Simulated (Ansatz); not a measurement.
# CH4ClFMgO: the cost of one run

Method: RKS CAM-B3LYP/6-31G, in Ansatz 0.2.0.

### Step 1. Starting point

Bond lengths: Mg1–F2 2.347 Å, Mg1–Cl3 2.127 Å, Mg1–O5 2.417 Å, O5–C6 1.399 Å, C6–H7 1.098 Å, C6–H8 1.095 Å, C6–H9 1.097 Å. Angles: F2–Mg1–Cl3 120.5°, F2–Mg1–O5 61.4°, Cl3–Mg1–O5 139.8°, Mg1–O5–C6 126.1°, O5–C6–H7 108.8°, O5–C6–H8 109.6°, O5–C6–H9 112.4°, H7–C6–H8 108.5°, H7–C6–H9 108.7°, H8–C6–H9 108.8°.

Coordinates:

```xyz
9

Mg   -0.9133   -1.2449   -1.2950
F     1.3131   -0.5210   -1.4664
Cl   -2.0419   -1.6883   -3.0422
H     0.7335    0.2146   -0.7086
O    -0.2122    0.6619    0.0144
C     0.1973    0.6378    1.3519
H     0.9513    1.4213    1.5054
H    -0.6583    0.8472    2.0023
H     0.6305   -0.3286    1.6383
```

### Step 2. Pulling towards end A

Springs on the bonds that form and break draw the guess towards this end; the thresholds are loose.

Contents of input.yaml:

```yaml
crystal:
  periodic: [false, false, false]
  atoms:
    - { symbol: Mg, position_ang: [-0.9133, -1.2449, -1.295] }
    - { symbol: F, position_ang: [1.3131, -0.521, -1.4664] }
    - { symbol: Cl, position_ang: [-2.0419, -1.6883, -3.0422] }
    - { symbol: H, position_ang: [0.7335, 0.2146, -0.7086] }
    - { symbol: O, position_ang: [-0.2122, 0.6619, 0.0144] }
    - { symbol: C, position_ang: [0.1973, 0.6378, 1.3519] }
    - { symbol: H, position_ang: [0.9513, 1.4213, 1.5054] }
    - { symbol: H, position_ang: [-0.6583, 0.8472, 2.0023] }
    - { symbol: H, position_ang: [0.6305, -0.3286, 1.6383] }
basis:
  gaussian: { orbitals: "6-31G" }
hamiltonian:
  xc: cam_b3lyp
relax:
  f_tol: 0.15
  max_steps: 25
  restrain:
    - { distance: [0, 4], at: 3.37, k: 30.0 }
    - { distance: [3, 1], at: 2.18, k: 30.0 }
    - { distance: [0, 1], at: 1.98, k: 30.0 }
    - { distance: [3, 4], at: 0.97, k: 30.0 }
```

On the command line:

```bash
$ ansatz run input.yaml --threads 2 --pin off --max-ram 3072MiB --backend cpu --events-out ev --progress --plain --runs-dir out
```

Q: Estimate wall time and peak memory on 2 threads of Arm Neoverse V2, shared host.

About 23 s, with a peak of 0.19 GiB.
